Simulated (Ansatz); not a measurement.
# CH8OSi3: up Jacob's ladder to CCSD(T)

An exercise on one series of results from a longer session: the logs are not shown, and one member is left open.

The runs use Ansatz 0.2.0, Gaussian basis; functionals in def2-TZVPP, the program's frozen cores in correlated methods.

The runs, in order: PBE-D4, r2SCAN-D4, PBE0-D4, B3LYP-D4, ωB97X-V, ωB97M-V, B2PLYP; CCSD(T)/def2-TZVPP; MP2/def2-QZVPP; extrapolation to the limit.

## Structure used throughout

The geometry comes from an earlier relaxation with PBE0-D4 in a triple-zeta def2 set; it is a stationary point, not always the lowest conformer.

13 atoms, charge 0, spin multiplicity 1.

Atoms are counted from 1 here; the program's logs count them from 0.

Bond lengths: O1–C2 1.204 Å, C2–Si3 1.931 Å, C2–H6 1.116 Å, Si3–Si4 2.343 Å, Si3–Si5 2.338 Å, Si3–H7 1.492 Å, Si4–H8 1.488 Å, Si4–H9 1.487 Å, Si4–H10 1.486 Å, Si5–H11 1.486 Å, Si5–H12 1.485 Å, Si5–H13 1.488 Å. Angles: O1–C2–Si3 122.2°, O1–C2–H6 119.5°, Si3–C2–H6 118.3°, C2–Si3–Si4 106.9°, C2–Si3–Si5 108.5°, C2–Si3–H7 108.1°, Si4–Si3–Si5 111.8°, Si4–Si3–H7 108.8°, Si5–Si3–H7 112.5°, Si3–Si4–H8 110.5°, Si3–Si4–H9 109.8°, Si3–Si4–H10 109.3°, H8–Si4–H9 108.9°, H8–Si4–H10 109.1°, H9–Si4–H10 109.2°, Si3–Si5–H11 110.4°, Si3–Si5–H12 109.6°, Si3–Si5–H13 109.1° and more.

The first run:

in.yaml

```yaml
crystal:
  periodic: [false, false, false]
  atoms:
    - {symbol: O, position_ang: [-2.173696, 1.267648, -0.822053]}
    - {symbol: C, position_ang: [-1.009333, 1.573714, -0.853832]}
    - {symbol: Si, position_ang: [0.398438, 0.312442, -0.456961]}
    - {symbol: Si, position_ang: [0.873961, 0.521600, 1.827377]}
    - {symbol: Si, position_ang: [-0.353781, -1.834864, -0.994074]}
    - {symbol: H, position_ang: [-0.723973, 2.625088, -1.098223]}
    - {symbol: H, position_ang: [1.607064, 0.707196, -1.237960]}
    - {symbol: H, position_ang: [1.253273, 1.922515, 2.153454]}
    - {symbol: H, position_ang: [1.998737, -0.380283, 2.191923]}
    - {symbol: H, position_ang: [-0.328706, 0.146511, 2.615496]}
    - {symbol: H, position_ang: [-0.816327, -1.882629, -2.405501]}
    - {symbol: H, position_ang: [-1.468638, -2.212843, -0.089188]}
    - {symbol: H, position_ang: [0.763480, -2.800698, -0.815457]}
basis:
  gaussian: {orbitals: def2-TZVPP}
hamiltonian: {xc: pbe, dispersion: d4}
output: {forces: true, orbitals: {seedname: orbitals}}
```

Command:

```console
$ ansatz run in.yaml --threads 4 --pin off --events-out ev --progress --plain --max-ram 10444MiB
```

Among the steps run: PBE-D4 (GGA); r2SCAN-D4 (meta-GGA); PBE0-D4 (hybrid); B3LYP-D4 (hybrid); ωB97X-V (range-separated); ωB97M-V (range-separated); B2PLYP (double hybrid); CCSD(T) in def2-TZVPP; MP2 in def2-QZVPP.

One table of the session follows, with a row left open; its other results are not shown here.

```
            method  atomisation energy (kJ/mol)
            PBE-D4                       4227.8
         r2SCAN-D4                       4211.1
           PBE0-D4                       4172.3
          B3LYP-D4                       4203.0
           ωB97X-V                       4239.2
           ωB97M-V                       4202.3
            B2PLYP                            ?
     HF/def2-TZVPP                       3083.5
    MP2/def2-TZVPP                       4096.5
   CCSD/def2-TZVPP                       4035.2
CCSD(T)/def2-TZVPP                       4092.0
           MP2/CBS                       4209.5
       CCSD(T)/CBS                       4205.1
```

**Question.** Estimate the row for B2PLYP.

As computed: atomisation energy (kJ/mol): 4140.0. In the column «atomisation energy (kJ/mol)» it lies between MP2/def2-TZVPP (4096.5) and PBE0-D4 (4172.3).

Limits of these values: Free atoms (1 O, 1 C, 3 Si, 8 H) were run apart at each level; the atomisation energy is their sum less the molecule, without zero-point or spin-orbit terms.
